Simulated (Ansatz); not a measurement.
# SrZrO2: the cost of one run

Program: Ansatz 0.2.0. Level of theory: DFT PBE, scalar-relativistic, plane waves, PAW. These are calculated values, not measurements.

**1. The starting structure**

It takes space group P6/mmm (No. 191, hexagonal). Conventional cell: a = 4.892 Å, b = 4.892 Å, c = 6.868 Å, α = 90.00°, β = 90.00°, γ = 120.00°. Sr (site symmetry -6m2) has 2 O at 1.89 Å in its first shell of neighbours. Around Zr (site symmetry -6m2) lie 2 O at 1.54 Å. O (site symmetry 3m) is surrounded by 1 Zr at 1.54 Å and 1 Sr at 1.89 Å.

Structure file:

```
Sr Zr O
1.0
     4.89218    0.00000    0.00000
    -2.44609    4.23675    0.00000
     0.00000    0.00000    6.86795
Sr Zr O
2 2 4
Direct
  0.33333 0.66667 0.50000
  0.66667 0.33333 0.50000
  0.33333 0.66667 0.00000
  0.66667 0.33333 0.00000
  0.33333 0.66667 0.22475
  0.66667 0.33333 0.22475
  0.66667 0.33333 0.77525
  0.33333 0.66667 0.77525
```

Recipe of the guess: random cell by space group and Wyckoff sites (P6/mmm, No. 191). Its size is a rough estimate.

**2. The guess as it stands, on a coarse mesh**

File input.yaml:

```yaml
crystal:
  lattice:
    - [4.8921788, 0.0, 0.0]
    - [-2.4460894, 4.23675112, 0.0]
    - [0.0, 0.0, 6.86795143]
  atoms:
    - { symbol: Sr, position: [0.33333333, 0.66666667, 0.5] }
    - { symbol: Sr, position: [0.66666667, 0.33333333, 0.5] }
    - { symbol: Zr, position: [0.33333333, 0.66666667, 0.0] }
    - { symbol: Zr, position: [0.66666667, 0.33333333, 0.0] }
    - { symbol: O, position: [0.33333333, 0.66666667, 0.22475182] }
    - { symbol: O, position: [0.66666667, 0.33333333, 0.22475182] }
    - { symbol: O, position: [0.66666667, 0.33333333, 0.77524818] }
    - { symbol: O, position: [0.33333333, 0.66666667, 0.77524818] }
basis:
  ecutwfc: 420
kpoints:
  mp_grid: { grid: [6, 6, 4] }
hamiltonian:
  xc: pbe
scf:
  occupations: { method: gaussian, width: 0.1 }
  lower_state_search: "off"
output:
  forces: true
  stress: true
  eigenvalues: true
```

On the command line:

```console
$ ansatz run input.yaml --threads 1 --pin off --max-ram 2560MiB --backend cpu --events-out ev --progress --plain --runs-dir out
```

What time and memory should one allow on 1 thread of Arm Neoverse V1, shared host?

About 9.8 s, with a peak of 0.43 GiB.
